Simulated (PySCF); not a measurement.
**C6H13NOSi: geometry, NMR shifts, electronic excitations and core binding energies, part 1 of 2**

What NMR shifts, electronic excitations and core binding energies should C6H13NOSi (`C=C[Si@@H](NC=O)C(C)C`) show?

Programs: PySCF 2.14.0, with density-fitted response routines of our own. Each step states its level of theory. These are calculated values for one molecule in the gas phase, unless marked as measured. Atoms count from 0, in the outputs and in this text.

## Step 1: The molecule as given

22 atoms, charge 0, multiplicity 1; geometry from: GFN2-xTB.

Bonds of the start (Å): C0–C1 1.33, C1–Si2 1.89, Si2–N3 1.77, N3–C4 1.34, C4–O5 1.21, Si2–C6 1.91, C6–C7 1.52, C6–C8 1.53, C0–H9 1.08, C0–H10 1.08, C1–H11 1.08, Si2–H12 1.46, N3–H13 1.01, C4–H14 1.11, C6–H15 1.10, C7–H16 1.09, C7–H17 1.09, C7–H18 1.09, C8–H19 1.09, C8–H20 1.09, C8–H21 1.09.

## Step 2: Relaxing the molecule at PBE0-D3(BJ)/def2-SVP

The job: settings as JSON, then the geometry in Å.

```
{"job": {"xc": "PBE0", "basis": "def2-SVP", "d3": "d3bj", "grid": 1, "kind": "geom"}, "charge": 0, "multiplicity": 1}
C      1.831856    -1.830327    -1.162233
C      1.401949    -1.494264     0.045231
Si     0.385319     0.046752     0.429475
N      1.265829     1.473878    -0.124816
C      2.449328     1.681142     0.466517
O      2.876334     0.949878     1.325402
C     -1.236546     0.059734    -0.580650
C     -2.035014    -1.206970    -0.292483
C     -2.096636     1.288704    -0.293615
H      2.427366    -2.713203    -1.339695
H      1.611618    -1.233580    -2.033650
H      1.664511    -2.132456     0.878155
H      0.123823     0.209077     1.859255
H      0.954893     2.116207    -0.834424
H      3.003566     2.569085     0.111958
H     -0.997665     0.060193    -1.649891
H     -2.309096    -1.250702     0.758712
H     -2.949887    -1.232646    -0.882947
H     -1.449205    -2.091862    -0.527096
H     -2.382941     1.314511     0.755137
H     -3.007044     1.266220    -0.891701
H     -1.563598     2.208774    -0.522631
```

Standard output:

```text
step   0  E = -655.06040608  max force = 0.019825
step   1  E = -655.06454731  max force = 0.004935
step   2  E = -655.06474262  max force = 0.001845
step   3  E = -655.06472508  max force = 0.003804
step   4  E = -655.06478219  max force = 0.001503
step   5  E = -655.06481086  max force = 0.000480
step   6  E = -655.06481853  max force = 0.000351
optimisation converged
```

It took 2.1 min on 1 thread, shared host.

Relaxation path:

| step | energy from step 0 (eV) | largest force component (eV/Å) |
| --- | --- | --- |
| 0 | 0.0000 | 1.0194 |
| 1 | -0.1127 | 0.2538 |
| 2 | -0.1180 | 0.0949 |
| 3 | -0.1175 | 0.1956 |
| 4 | -0.1191 | 0.0773 |
| 5 | -0.1199 | 0.0247 |
| 6 | -0.1201 | 0.0180 |

Close pairs (by a distance rule), those that changed most:

| bond | before (Å) | after (Å) | change (Å) |
| --- | --- | --- | --- |
| Si2–H12 | 1.463 | 1.492 | +0.029 |
| N3–C4 | 1.339 | 1.360 | +0.021 |
| Si2–C6 | 1.911 | 1.892 | -0.019 |
| C0–H10 | 1.079 | 1.097 | +0.018 |
| Si2–N3 | 1.766 | 1.784 | +0.018 |
| C0–H9 | 1.080 | 1.096 | +0.016 |
| C1–Si2 | 1.886 | 1.870 | -0.016 |
| C7–H16 | 1.087 | 1.103 | +0.016 |

The end geometry stands in the next job.

| at the end point | value |
| --- | --- |
| point group (found at 0.08 Å tolerance) | C1 |
| rotational constants (GHz, main isotopes) | 1.811, 0.980, 0.722 |
| dipole moment (D) | 3.71 |

## Step 3: Nuclear shieldings: PBE0/pcSseg-1

The job: settings as JSON, then the geometry in Å.

```
{"job": {"kind": "nmr", "xc": "PBE0", "basis": "pcSseg-1"}, "charge": 0, "multiplicity": 1}
C      1.945738    -2.057469    -0.647368
C      1.570722    -1.681126     0.580229
Si     0.592541    -0.122711     0.912666
N      1.517677     1.309870     0.389554
C      2.715015     1.587078     0.971379
O      3.200547     0.910477     1.849594
C     -1.007771    -0.067846    -0.094993
C     -1.848922    -1.317810     0.163114
C     -1.803378     1.209535     0.172783
H      2.527001    -2.969237    -0.825218
H      1.701969    -1.466463    -1.538970
H      1.861704    -2.313056     1.428352
H      0.283161    -0.007430     2.367324
H      1.196988     1.944050    -0.333753
H      3.220136     2.500194     0.571285
H     -0.698563    -0.076146    -1.158365
H     -2.163650    -1.376295     1.218719
H     -2.766359    -1.312530    -0.448722
H     -1.295036    -2.239953    -0.070022
H     -2.115374     1.267516     1.228716
H     -2.719240     1.244471    -0.440701
H     -1.228065     2.123425    -0.044518
```

Level: GIAO PBE0/pcSseg-1 NMR shielding, non-relativistic, gas phase.

Standard output:

```text
coarse grid: 18352 points
cycle   1  E = -655.1177815372  dE =  9.253e-01  |g| = 8.938e-01  |ddm| = 4.078e+00
cycle   2  E = -654.5917201232  dE =  5.261e-01  |g| = 1.831e+00  |ddm| = 2.372e+00
cycle   3  E = -655.2713626696  dE = -6.796e-01  |g| = 2.845e-01  |ddm| = 1.884e+00
cycle   4  E = -655.2878925120  dE = -1.653e-02  |g| = 8.725e-02  |ddm| = 2.638e-01
cycle   5  E = -655.2893358022  dE = -1.443e-03  |g| = 2.696e-02  |ddm| = 6.920e-02
cycle   6  E = -655.2894909779  dE = -1.552e-04  |g| = 6.354e-03  |ddm| = 2.194e-02
cycle   7  E = -655.2894993637  dE = -8.386e-06  |g| = 2.009e-03  |ddm| = 6.092e-03
final grid: 171216 points
cycle   8  E = -655.3506789204  dE = -2.184e-05  |g| = 1.445e-02  |ddm| = 3.110e-02
cycle   9  E = -655.3505796288  dE =  9.929e-05  |g| = 2.677e-02  |ddm| = 2.799e-02
cycle  10  E = -655.3507208702  dE = -1.412e-04  |g| = 3.400e-03  |ddm| = 1.954e-02
cycle  11  E = -655.3507234502  dE = -2.580e-06  |g| = 2.572e-04  |ddm| = 2.660e-03
cycle  12  E = -655.3507234608  dE = -1.058e-08  |g| = 1.603e-04  |ddm| = 3.947e-04
cycle  13  E = -655.3507234669  dE = -6.157e-09  |g| = 4.458e-05  |ddm| = 1.578e-04
cycle  14  E = -655.3507234673  dE = -3.831e-10  |g| = 2.001e-05  |ddm| = 4.522e-05
converged SCF energy = -655.3507234673

GIAO shielding tensors (ppm)
atom      isotropic    diamagn.    paramagn.     s11        s22        s33       span
  0 C       41.231     255.793    -214.562    -88.473     46.112    166.053    254.527
  1 C       39.058     264.811    -225.753    -87.037     30.960    173.250    260.287
  2 Si     372.193     884.629    -512.435    346.149    374.750    395.681     49.531
  3 N      130.402     332.188    -201.786     19.815    149.524    221.868    202.053
  4 C       17.681     242.453    -224.772    -76.206     35.886     93.364    169.570
  5 O     -129.601     401.161    -530.762   -430.066   -249.213    290.477    720.543
  6 C      170.918     255.100     -84.183    163.985    173.618    175.150     11.165
  7 C      166.316     247.695     -81.379    152.973    160.262    185.714     32.741
  8 C      164.765     248.070     -83.305    151.660    157.671    184.963     33.303
  9 H       24.857      28.088      -3.231     21.843     24.263     28.465      6.621
 10 H       25.238      34.318      -9.080     20.801     24.751     30.161      9.360
 11 H       24.511      30.796      -6.285     22.482     24.752     26.298      3.816
 12 H       26.613      32.055      -5.442     23.952     24.955     30.932      6.980
 13 H       27.115      36.618      -9.503     22.974     28.510     29.860      6.886
 14 H       23.084      24.069      -0.985     19.199     22.373     27.679      8.480
 15 H       30.562      36.615      -6.053     27.650     28.342     35.695      8.045
 16 H       30.574      30.813      -0.239     26.794     28.308     36.620      9.826
 17 H       30.212      30.130       0.082     25.771     27.582     37.283     11.512
 18 H       29.938      31.525      -1.586     24.317     29.507     35.991     11.674
 19 H       30.346      30.949      -0.603     26.730     28.124     36.184      9.453
 20 H       30.021      30.333      -0.312     25.673     27.313     37.078     11.405
 21 H       30.232      32.253      -2.021     24.715     29.574     36.408     11.694
```

It took 44 s on 1 thread, shared host.

The references, computed at this level on geometries of the same kind, shield at (ppm): ¹H TMS 31.27, ¹³C TMS 184.4, ²⁹Si TMS 352.0, ¹⁵N NH3 265.7, ¹⁷O H2O 334.6. Their shielding less the atom's gives the shift. The references are single molecules in the gas phase, so shifts against H2O, NH3, PH3, H3PO4 or CFCl3 are not on the usual liquid scales and can be off by tens of ppm. Atoms listed in one row are averaged.

| atoms | environment | σ (ppm) | δ (ppm) | δ scaled to CDCl3 |
| --- | --- | --- | --- | --- |
| C4 | amide carbonyl carbon | 17.7 | 166.7 | 161.4 |
| C1 | alkene CH | 39.1 | 145.4 | 140.6 |
| C0 | terminal =CH2 carbon | 41.2 | 143.2 | 138.5 |
| C8 | methyl carbon | 164.8 | 19.6 | 18.6 |
| C7 | methyl carbon | 166.3 | 18.1 | 17.1 |
| C6 | sp3 CH bonded to Si | 170.9 | 13.5 | 12.6 |
| H14 | hydrogen on an amide carbonyl carbon | 23.08 | 8.18 | 7.97 |
| H11 | hydrogen on an alkene CH | 24.51 | 6.76 | 6.62 |
| H9 | hydrogen on a terminal =CH2 carbon | 24.86 | 6.41 | 6.29 |
| H10 | hydrogen on a terminal =CH2 carbon | 25.24 | 6.03 | 5.93 |
| H12 | hydrogen on a silicon bonded to 2 C, N | 26.61 | 4.65 | – |
| H13 | hydrogen on an amide-type nitrogen | 27.11 | 4.15 | – |
| H19, H20, H21 | hydrogen on a methyl carbon | 30.20 | 1.07 | 1.23 |
| H16, H17, H18 | hydrogen on a methyl carbon | 30.24 | 1.03 | 1.19 |
| H15 | hydrogen on an sp3 CH bonded to Si | 30.56 | 0.70 | 0.88 |
| Si2 | silicon bonded to 2 C, N, H | 372.2 | -20.2 | – |
| N3 | amide-type nitrogen | 130.4 | 135.3 | – |
| O5 | amide-type carbonyl oxygen | -129.6 | 464.2 | – |

The scaled column applies a straight-line fit of computed shieldings to shifts measured in CDCl3 (root-mean-square error 0.21 ppm for H, 2.0 ppm for C).

The run also stored atomic charges by several schemes (e):

| atoms | Mulliken | IAO | Hirshfeld | ESP fit |
| --- | --- | --- | --- | --- |
| C0 | -0.18 | -0.27 | -0.08 | -0.31 |
| C1 | -0.48 | -0.43 | -0.13 | -0.20 |
| Si2 | 1.00 | 1.01 | 0.39 | 0.44 |
| N3 | -0.65 | -0.60 | -0.20 | -0.58 |
| C4 | 0.40 | 0.32 | 0.14 | 0.48 |
| O5 | -0.43 | -0.47 | -0.27 | -0.49 |
| C6 | -0.64 | -0.37 | -0.11 | 0.19 |
| C7 | -0.25 | -0.40 | -0.12 | -0.43 |
| C8 | -0.24 | -0.40 | -0.12 | -0.49 |

Mayer bond orders: C0–C1 1.98, C1–Si2 0.88, Si2–N3 0.78, N3–C4 1.19, C4–O5 1.89, Si2–C6 0.88, C6–C7 1.04, C6–C8 1.03.

## Step 4: Excited states and response: PBE0/def2-SVPD

Settings changed since step 3:

```diff
@@ -1,2 +1,2 @@
-{"job": {"kind": "nmr", "xc": "PBE0", "basis": "pcSseg-1"}, "charge": 0, "multiplicity": 1}
+{"job": {"kind": "uv", "xc": "PBE0", "basis": "def2-SVPD", "ip": true}, "charge": 0, "multiplicity": 1}
 C      1.945738    -2.057469    -0.647368
```

Level: TDDFT PBE0/def2-SVPD, vertical, gas phase, core orbitals frozen in the response.

Standard output:

```text
coarse grid: 18352 points
cycle   1  E = -654.8156168733  dE =  8.497e-01  |g| = 8.557e-01  |ddm| = 7.003e+00
cycle   2  E = -654.2803760814  dE =  5.352e-01  |g| = 1.812e+00  |ddm| = 3.705e+00
cycle   3  E = -654.9644381158  dE = -6.841e-01  |g| = 2.638e-01  |ddm| = 2.903e+00
cycle   4  E = -654.9790258538  dE = -1.459e-02  |g| = 8.809e-02  |ddm| = 3.768e-01
cycle   5  E = -654.9805915781  dE = -1.566e-03  |g| = 2.641e-02  |ddm| = 1.281e-01
cycle   6  E = -654.9807519759  dE = -1.604e-04  |g| = 5.703e-03  |ddm| = 4.142e-02
cycle   7  E = -654.9807587939  dE = -6.818e-06  |g| = 2.100e-03  |ddm| = 1.087e-02
final grid: 171216 points
cycle   8  E = -655.0711115755  dE = -3.395e-05  |g| = 1.362e-02  |ddm| = 1.831e-01
cycle   9  E = -655.0710183385  dE =  9.324e-05  |g| = 2.526e-02  |ddm| = 4.037e-02
cycle  10  E = -655.0711508682  dE = -1.325e-04  |g| = 3.266e-03  |ddm| = 2.613e-02
cycle  11  E = -655.0711533397  dE = -2.472e-06  |g| = 2.529e-04  |ddm| = 4.189e-03
cycle  12  E = -655.0711533497  dE = -1.001e-08  |g| = 1.779e-04  |ddm| = 7.623e-04
cycle  13  E = -655.0711533576  dE = -7.894e-09  |g| = 4.756e-05  |ddm| = 2.918e-04
cycle  14  E = -655.0711533581  dE = -4.929e-10  |g| = 1.921e-05  |ddm| = 8.746e-05
converged SCF energy = -655.0711533581

Static polarisability (au): isotropic 109.803, principal 98.001 111.671 119.737

Singlet excitations
state   eV       nm        f      main configurations
  1   5.5255    224.4   0.00085   H->L+1 0.72, H-1->L+1 0.10
  2   5.9495    208.4   0.00978   H-2->L 0.49, H-1->L 0.33, H->L 0.11
  3   6.0011    206.6   0.02638   H->L 0.66, H-1->L 0.23
  4   6.2753    197.6   0.06888   H-1->L 0.34, H-2->L 0.32, H-3->L 0.20
  5   6.8427    181.2   0.04947   H->L+2 0.65, H-1->L+1 0.17
  6   6.9548    178.3   0.06186   H-1->L+1 0.37, H-1->L+2 0.16, H->L+1 0.10
  7   6.9806    177.6   0.01014   H-4->L 0.53, H-1->L+2 0.26
  8   7.0577    175.7   0.02334   H-2->L+1 0.32, H-1->L+2 0.27, H-4->L 0.16
  9   7.1127    174.3   0.14005   H-3->L 0.50, H-2->L+1 0.13, H-4->L 0.12
 10   7.2317    171.4   0.04746   H-2->L+2 0.54, H-2->L+1 0.13, H-3->L 0.08

Triplet excitations (Tamm-Dancoff, eV): 4.0473 5.0033 5.3593 5.5730
Vertical ionisation energy (delta-SCF) = 9.2567 eV
```

Run time: 7.9 min. Hardware: 1 thread, shared host.

Frontier orbitals and where they lie:

| orbital | eV | atoms |
| --- | --- | --- |
| HOMO−3 | -8.43 | C1 21 %, C0 16 %, C6 13 % |
| HOMO−2 | -7.97 | C1 16 %, O5 14 %, C6 14 % |
| HOMO−1 | -7.84 | N3 29 %, O5 25 %, C1 8 % |
| HOMO | -7.54 | O5 49 %, C4 11 %, C0 10 % |
| LUMO | -0.66 | C0 33 %, C1 32 %, Si2 10 % |
| LUMO+1 | 0.19 | C4 35 %, O5 25 %, N3 15 % |
| LUMO+2 | 0.33 | H13 18 %, C8 11 %, H21 10 % |

With each of the 10 states as a Gaussian band of 0.4 eV half-width at 1/e, the curve within the window shown has maxima at 176 nm (ε 12,000) L/(mol cm). Beyond the last state computed it falls off for lack of states. The curve at chosen wavelengths:

| nm | ε (L/mol/cm) |
| --- | --- |
| 165 | 3697 |
| 168 | 6676 |
| 172 | 10648 |
| 175 | 12257 |
| 179 | 11696 |
| 182 | 9817 |
| 186 | 6996 |
| 189 | 5467 |
| 193 | 4482 |
| 196 | 4256 |
| 200 | 4092 |
| 203 | 3837 |
| 207 | 3244 |
| 210 | 2677 |
| 214 | 1905 |
| 217 | 1393 |
| 221 | 855 |
| 224 | 566 |
| 228 | 310 |
| 231 | 192 |
| 235 | 98 |
| 238 | 59 |
| 242 | 29 |
| 245 | 17 |
| 249 | 9 |
| 252 | 5 |

Further results of this job:

| property | computed |
| --- | --- |
| dipole moment (D) | 3.88 |
| polarisability (Å³) | 16.27 |
| HOMO–LUMO gap (eV) | 6.88 |
| −ε(HOMO) (eV) | 7.54 |

(Continued in part 2 of 2.)
